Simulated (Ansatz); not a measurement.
# ZrN (sextet): wave-function methods side by side, def2-QZVPP

An exercise on one series of results from a longer session: the logs are not shown, and one member is left open.

The runs use Ansatz 0.2.0, Gaussian basis; def2-QZVPP, core rule «outside noble gas», up to 5 orbitals frozen.

To be run: UHF; ROHF; CCSD(T) on UHF.

## The system

The geometry is a PBE0/def2-TZVP stationary point (not a proven minimum) of the parent state, kept for this charge and spin. No spin-orbit coupling is included. Elements past krypton take def2 core potentials.

2 atoms, charge 0, spin multiplicity 6.

Atoms are counted from 1 here; the program's logs count them from 0.

Bond lengths: Zr1–N2 1.771 Å.

Geometry (Å):

```
Zr    0.0000    0.0000    0.0000
N     0.0000    0.0000    1.7713
```

The first run:

File in.yaml:

```yaml
crystal:
  periodic: [false, false, false]
  atoms:
    - {symbol: Zr, position_ang: [0.000000, 0.000000, 0.000000]}
    - {symbol: N, position_ang: [0.000000, 0.000000, 1.771293]}
basis:
  gaussian: {orbitals: "def2-QZVPP.json"}
magnetization: {spin_polarized: true, initial_magnetization: 5}
hamiltonian: {xc: hf}
output: {orbitals: {seedname: orbitals}}
```

Started as:

```console
$ ansatz run in.yaml --threads 1 --pin off --events-out ev --progress --plain --max-ram 4096MiB --backend cpu
```

Among the steps run: UHF; ROHF; CCSD(T) on UHF.

One table of the session follows, with a row left open; its other results are not shown here.

| method | from UCCSD(T) (kJ/mol) |
| --- | --- |
| ROHF | +608.6 |
| UHF | ? |
| UMP2 | +79.3 |
| UCCSD | +26.1 |
| UCCSD(T) | 0 |

**Question.** Estimate the row for UHF.

The run gave: from UCCSD(T) (kJ/mol): +584.6. In the column «from UCCSD(T) (kJ/mol)» it lies between UMP2 (+79.3) and ROHF (+608.6).

Caveats from the session: Warnings: coupled cluster took another determinant than the lowest.
